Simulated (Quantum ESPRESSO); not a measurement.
# MoSe (P3m1) in Quantum ESPRESSO: convergence with SCF threshold

Aim: find how far SCF threshold must go before the results for MoSe settle, at PBE. This setting moves, with any that are tied to it; all else stays.

Program: Quantum ESPRESSO 7.5. These are calculated values, not measurements. Logs are shortened: lines on timing, memory, paths and dates and some standing lists are left out, and cuts for length are marked.

## 1. The structure

The structure is trigonal, space group P3m1 (No. 156). The conventional cell has a = 3.471 Å, b = 3.471 Å, c = 4.373 Å, α = 90.00°, β = 90.00°, γ = 120.00°. Around Mo (site symmetry 3m) lie 3 Se at 2.04 Å. Se (site symmetry 3m) has 3 Mo at 2.04 Å as nearest neighbours.

The cell was built by a generator and needn't be a form met in nature.

## 2. With SCF threshold 0.001 Ry

pw.in

```
&CONTROL
  calculation = 'scf'
  prefix = 'pwscf'
  outdir = './tmp'
  pseudo_dir = './pseudo'
  tprnfor = .true.
  tstress = .true.
  disk_io = 'nowf'
/
&SYSTEM
  ibrav = 0
  nat = 2
  ntyp = 2
  ecutwfc = 86
  nbnd = 22
  occupations = 'smearing'
  smearing = 'gaussian'
  degauss = 0.00999582
/
&ELECTRONS
  conv_thr = 0.001
  electron_maxstep = 120
  mixing_beta = 0.5
/
ATOMIC_SPECIES
Mo    95.9500 Mo.upf
Se    78.9710 Se.upf
CELL_PARAMETERS angstrom
   3.4706685900    0.0000000000    0.0000000000
  -1.7353343000    3.0056871700    0.0000000000
   0.0000000000    0.0000000000    4.3727953400
ATOMIC_POSITIONS crystal
Mo     0.6666666700    0.3333333300    0.0254445500
Se     0.3333333300    0.6666666700    0.1184304700
K_POINTS automatic
9 9 6 0 0 0
```

Potentials or basis: PseudoDojo 0.5 SR PBE standard.

Run with:

```sh
$ OMP_NUM_THREADS=1 pw.x -in pw.in > pw.out
```

Run time: 42 s. Hardware: 1 thread of Arm Neoverse V1, shared host; peak memory 0.14 GiB.

Results:

| Quantity | Value |
| --- | --- |
| Free energy | -5204.8239 eV |
| Pressure | 71.2 GPa |
| Largest force | 6.108 eV/Å |
| Band gap on the k mesh | none (metal or under the smearing width) |

## 3. With SCF threshold 0.0001 Ry

pw.in: that of step 2 with these lines changed.

```diff
@@ -20,3 +20,3 @@
 &ELECTRONS
-  conv_thr = 0.001
+  conv_thr = 0.0001
   electron_maxstep = 120
```

Potentials or basis: PseudoDojo 0.5 SR PBE standard.

Run with:

```sh
$ OMP_NUM_THREADS=1 pw.x -in pw.in > pw.out
```

Wall time 48 s (1 thread of Arm Neoverse V1, shared host); peak memory 0.14 GiB.

What came out:

| Quantity | Value |
| --- | --- |
| Free energy | -5204.8281 eV |
| Pressure | 70.0 GPa |
| Largest force | 6.194 eV/Å |
| Band gap on the k mesh | none (metal or under the smearing width) |

## 4. With SCF threshold 1e-05 Ry

pw.in: that of step 3 with these lines changed.

```diff
@@ -20,3 +20,3 @@
 &ELECTRONS
-  conv_thr = 0.0001
+  conv_thr = 1d-05
   electron_maxstep = 120
```

Run with:

```sh
$ OMP_NUM_THREADS=1 pw.x -in pw.in > pw.out
```

Run time: 56 s. Hardware: 1 thread of Arm Neoverse V1, shared host; peak memory 0.14 GiB.

Results:

- Free energy: -5204.8282 eV
- Pressure: 69.9 GPa
- Largest force: 6.183 eV/Å
- Band gap on the k mesh: none (metal or under the smearing width)

## 5. With SCF threshold 1e-06 Ry

pw.in: that of step 4 with these lines changed.

```diff
@@ -20,3 +20,3 @@
 &ELECTRONS
-  conv_thr = 1d-05
+  conv_thr = 1d-06
   electron_maxstep = 120
```

Run with:

```sh
$ OMP_NUM_THREADS=1 pw.x -in pw.in > pw.out
```

Run time: 62 s. Hardware: 1 thread of Arm Neoverse V1, shared host; peak memory 0.14 GiB.

Results:

| Property | Result |
| --- | --- |
| Free energy | -5204.8282 eV |
| Pressure | 69.9 GPa |
| Largest force | 6.178 eV/Å |
| Band gap on the k mesh | none (metal or under the smearing width) |

## 6. With SCF threshold 1e-07 Ry

pw.in: that of step 5 with these lines changed.

```diff
@@ -20,3 +20,3 @@
 &ELECTRONS
-  conv_thr = 1d-06
+  conv_thr = 1d-07
   electron_maxstep = 120
```

Potentials or basis: PseudoDojo 0.5 SR PBE standard.

Run with:

```sh
$ OMP_NUM_THREADS=1 pw.x -in pw.in > pw.out
```

Run time: 69 s. Hardware: 1 thread of Arm Neoverse V1, shared host; peak memory 0.14 GiB.

It converged, with:

```
Free energy            : -5204.8282 eV
Pressure               : 69.9 GPa
Largest force          : 6.183 eV/Å
Band gap on the k mesh : none (metal or under the smearing width)
```

## 7. With SCF threshold 1e-08 Ry

pw.in: that of step 6 with these lines changed.

```diff
@@ -20,3 +20,3 @@
 &ELECTRONS
-  conv_thr = 1d-07
+  conv_thr = 1d-08
   electron_maxstep = 120
```

Run with:

```sh
$ OMP_NUM_THREADS=1 pw.x -in pw.in > pw.out
```

It took 76 s on 1 thread of Arm Neoverse V1, shared host; peak memory 0.14 GiB.

The run converged. Its results:

```
Free energy            : -5204.8282 eV
Pressure               : 69.9 GPa
Largest force          : 6.184 eV/Å
Band gap on the k mesh : none (metal or under the smearing width)
```

## 8. With SCF threshold 1e-10 Ry

pw.in: that of step 7 with these lines changed.

```diff
@@ -20,3 +20,3 @@
 &ELECTRONS
-  conv_thr = 1d-08
+  conv_thr = 1d-10
   electron_maxstep = 120
```

Run with:

```sh
$ OMP_NUM_THREADS=1 pw.x -in pw.in > pw.out
```

It took 84 s on 1 thread of Arm Neoverse V1, shared host; peak memory 0.14 GiB.

The run converged. Its results:

| Property | Result |
| --- | --- |
| Free energy | -5204.8282 eV |
| Pressure | 69.9 GPa |
| Largest force | 6.183 eV/Å |
| Band gap on the k mesh | none (metal or under the smearing width) |

## 9. With SCF threshold 1e-12 Ry

pw.in: that of step 8 with these lines changed.

```diff
@@ -20,3 +20,3 @@
 &ELECTRONS
-  conv_thr = 1d-10
+  conv_thr = 1d-12
   electron_maxstep = 120
```

Potentials or basis: PseudoDojo 0.5 SR PBE standard.

Run with:

```sh
$ OMP_NUM_THREADS=1 pw.x -in pw.in > pw.out
```

pw.out:

```text
This program is part of the open-source Quantum ESPRESSO suite
     for quantum simulation of materials; please cite
[... 9 lines left out ...]
     --------------------
     sticks:   dense  smooth     PW     G-vecs:    dense   smooth      PW
     Sum        1027    1027    301                33199    33199    5235

     Using Slab Decomposition

     bravais-lattice index     =            0
     lattice parameter (alat)  =       6.5586  a.u.
     unit-cell volume          =     307.8312 (a.u.)^3
     number of atoms/cell      =            2
     number of atomic types    =            2
     number of electrons       =        30.00
     number of Kohn-Sham states=           22
     kinetic-energy cutoff     =      86.0000  Ry
     charge density cutoff     =     344.0000  Ry
     scf convergence threshold =      1.0E-12
     mixing beta               =       0.5000
     number of iterations used =            8  plain     mixing
     Exchange-correlation= PBE
                           (   1   4   3   4   0   0   0)

     celldm(1)=   6.558613  celldm(2)=   0.000000  celldm(3)=   0.000000
     celldm(4)=   0.000000  celldm(5)=   0.000000  celldm(6)=   0.000000

     crystal axes: (cart. coord. in units of alat)
               a(1) = (   1.000000   0.000000   0.000000 )
               a(2) = (  -0.500000   0.866025   0.000000 )
               a(3) = (   0.000000   0.000000   1.259929 )

     reciprocal axes: (cart. coord. in units 2 pi/alat)
               b(1) = (  1.000000  0.577350 -0.000000 )
               b(2) = (  0.000000  1.154701  0.000000 )
               b(3) = (  0.000000 -0.000000  0.793696 )

     PseudoPot. # 1 for Mo read from file:
     Mo.upf
     Pseudo is Norm-conserving + core correction, Zval = 14.0
     Generated using ONCVPSP code by D. R. Hamann
     Using radial grid of 1640 points,  6 beta functions with:
                l(1) =   0
                l(2) =   0
                l(3) =   1
                l(4) =   1
                l(5) =   2
                l(6) =   2

     PseudoPot. # 2 for Se read from file:
     Se.upf
     Pseudo is Norm-conserving + core correction, Zval = 16.0
     Generated using ONCVPSP code by D. R. Hamann
     Using radial grid of 1214 points,  6 beta functions with:
                l(1) =   0
                l(2) =   0
                l(3) =   1
                l(4) =   1
                l(5) =   2
                l(6) =   2

     atomic species   valence    mass     pseudopotential
     Mo               14.00    95.95000     Mo( 1.00)
     Se               16.00    78.97100     Se( 1.00)

      6 Sym. Ops. (no inversion) found

   Cartesian axes

     site n.     atom                  positions (alat units)
         1        Mo     tau(   1) = (   0.5000000   0.2886751   0.0320583  )
         2        Se     tau(   2) = (  -0.0000000   0.5773503   0.1492140  )

     number of k points=    62  Gaussian smearing, width (Ry)=  0.0100
                       cart. coord. in units 2pi/alat
        k(    1) = (   0.0000000   0.0000000   0.0000000), wk =   0.0041152
        k(    2) = (   0.0000000   0.0000000   0.1322826), wk =   0.0082305
        k(    3) = (   0.0000000   0.0000000   0.2645652), wk =   0.0082305
        k(    4) = (   0.0000000   0.0000000  -0.3968478), wk =   0.0041152
        k(    5) = (   0.0000000   0.1283001   0.0000000), wk =   0.0246914
        k(    6) = (   0.0000000   0.1283001   0.1322826), wk =   0.0246914
[... 54 lines left out ...]
        k(   61) = (  -0.2222222  -0.5132002   0.1322826), wk =   0.0493827
        k(   62) = (  -0.2222222  -0.5132002   0.2645652), wk =   0.0493827

     Dense  grid:    33199 G-vectors     FFT dimensions: (  40,  40,  50)

     Initial potential from superposition of free atoms

     starting charge      29.9985, renormalised to      30.0000
     Starting wfcs are   19 randomized atomic wfcs +    3 random wfcs

     Self-consistent Calculation

     iteration #  1     ecut=    86.00 Ry     beta= 0.50
     Davidson diagonalization with overlap
     ethr =  1.00E-02,  avg # of iterations =  6.1

     Threshold (ethr) on eigenvalues was too large:
     Diagonalizing with lowered threshold

     Davidson diagonalization with overlap
     ethr =  3.50E-04,  avg # of iterations =  2.9

     total energy              =    -382.52486127 Ry
     estimated scf accuracy    <       0.11235718 Ry

     iteration #  2     ecut=    86.00 Ry     beta= 0.50
     Davidson diagonalization with overlap
     ethr =  3.75E-04,  avg # of iterations =  2.6

     total energy              =    -382.54610758 Ry
     estimated scf accuracy    <       0.01075857 Ry

     iteration #  3     ecut=    86.00 Ry     beta= 0.50
     Davidson diagonalization with overlap
     ethr =  3.59E-05,  avg # of iterations =  4.6

     total energy              =    -382.54741692 Ry
     estimated scf accuracy    <       0.00207913 Ry
[... 47 lines left out ...]
     total energy              =    -382.54781488 Ry
     estimated scf accuracy    <          4.9E-11 Ry

     iteration # 11     ecut=    86.00 Ry     beta= 0.50
     Davidson diagonalization with overlap
     ethr =  1.62E-13,  avg # of iterations =  3.1

     total energy              =    -382.54781488 Ry
     estimated scf accuracy    <          3.4E-12 Ry

     iteration # 12     ecut=    86.00 Ry     beta= 0.50
     Davidson diagonalization with overlap
     ethr =  1.00E-13,  avg # of iterations =  1.0

     End of self-consistent calculation

          k = 0.0000 0.0000 0.0000 (  4177 PWs)   bands (ev):

   -48.6838 -37.6325 -37.6325 -37.4912 -37.4829 -37.4829 -23.2321 -23.2321
   -22.6466  -3.9244   5.0817   5.0817   6.8733  10.6940  11.5675  11.5675
    15.9938  18.6242  19.7462  19.7462  23.2406  23.2407

          k = 0.0000 0.0000 0.1323 (  4159 PWs)   bands (ev):

   -48.6838 -37.6325 -37.6325 -37.4912 -37.4829 -37.4829 -23.2321 -23.2321
   -22.6480  -3.9050   5.0864   5.0864   6.6651  11.0238  11.5357  11.5357
    16.0805  18.6081  19.7421  19.7421  22.6786  23.2849

          k = 0.0000 0.0000 0.2646 (  4152 PWs)   bands (ev):

   -48.6837 -37.6325 -37.6325 -37.4911 -37.4829 -37.4829 -23.2319 -23.2319
   -22.6507  -3.8655   5.0958   5.0958   6.3067  11.4735  11.4735  11.6856
    16.3328  18.0814  19.7107  19.7107  22.5741  23.4172
[... 343 lines left out ...]
          k =-0.2222-0.5132 0.1323 (  4138 PWs)   bands (ev):

   -48.6660 -37.6176 -37.5772 -37.5108 -37.4844 -37.4829 -23.5996 -23.4082
   -22.6090  -2.3933   5.8074   6.6750   7.5674   9.8216  11.2452  11.3694
    13.6758  15.0805  17.4343  19.6738  20.4593  22.6067

          k =-0.2222-0.5132 0.2646 (  4137 PWs)   bands (ev):

   -48.6659 -37.6176 -37.5772 -37.5107 -37.4844 -37.4829 -23.5992 -23.4080
   -22.6113  -2.3683   5.7916   6.4984   7.5168   9.8317  11.2577  11.8610
    13.9269  14.9749  16.4282  19.3486  21.2426  23.4466

     the Fermi energy is    11.4374 ev

!    total energy              =    -382.54781488 Ry
     estimated scf accuracy    <          2.2E-13 Ry
     smearing contrib. (-TS)   =      -0.00300023 Ry
     internal energy E=F+TS    =    -382.54481465 Ry

     The total energy is F=E-TS. E is the sum of the following terms:
     one-electron contribution =    -258.83531690 Ry
     hartree contribution      =     137.85191039 Ry
     xc contribution           =     -69.70699809 Ry
     ewald contribution        =    -191.85441004 Ry

     convergence has been achieved in  12 iterations

     Forces acting on atoms (cartesian axes, Ry/au):

     atom    1 type  1   force =     0.00000000    0.00000000   -0.24049842
     atom    2 type  2   force =     0.00000000    0.00000000    0.24049842

     Total force =     0.340116     Total SCF correction =     0.000001

     Computing stress (Cartesian axis) and pressure

          total   stress  (Ry/bohr**3)                   (kbar)     P=      698.95
   0.00705983   0.00000000   0.00000000         1038.54        0.00        0.00
   0.00000000   0.00705983   0.00000000            0.00     1038.54        0.00
   0.00000000   0.00000000   0.00013453            0.00        0.00       19.79

=------------------------------------------------------------------------------=
   JOB DONE.
=------------------------------------------------------------------------------=
```

Wall time 95 s (1 thread of Arm Neoverse V1, shared host); peak memory 0.14 GiB.

What came out:

- Free energy: -5204.8282 eV
- Pressure: 69.9 GPa
- Largest force: 6.183 eV/Å
- Band gap on the k mesh: none (metal or under the smearing width)

## 10. The series at a glance

| SCF threshold | energy less the tightest run, at zero smearing (meV/atom) | pressure (GPa) | largest force (eV/Å) | SCF cycles | CPU time (s) | peak memory (GiB) |
| --- | --- | --- | --- | --- | --- | --- |
| 0.001 Ry | 1.99 | 71.18 | 6.108 | 4 | 42 | 0.14 |
| 0.0001 Ry | 0.03 | 70.03 | 6.194 | 5 | 48 | 0.14 |
| 1e-05 Ry | 0.01 | 69.93 | 6.183 | 6 | 56 | 0.14 |
| 1e-06 Ry | 0.00 | 69.94 | 6.178 | 7 | 62 | 0.14 |
| 1e-07 Ry | 0.00 | 69.90 | 6.183 | 8 | 69 | 0.14 |
| 1e-08 Ry | 0.00 | 69.89 | 6.184 | 9 | 76 | 0.14 |
| 1e-10 Ry | 0.00 | 69.90 | 6.183 | 10 | 84 | 0.14 |
| 1e-12 Ry | 0.00 | 69.90 | 6.183 | 12 | 95 | 0.14 |

Against the tightest run, the energy stays within 1 meV/atom from 0.0001 Ry on; the pressure stays within 0.1 GPa from 1e-05 Ry on; the largest force stays within 0.005 eV/Å from 1e-07 Ry on. The tightest run that finished is the yardstick and may itself not be fully converged.

Caveats: a pressure of tens of GPa on the cell as given is suspect, and the run, the potentials or the cell itself is likely at fault; this functional lacks dispersion, which binds the layers, so the pressure and a relaxed spacing across them are unreliable; forces of over 1 eV/Å show positions far from the minimum, so gaps and moduli don't describe the material at rest.
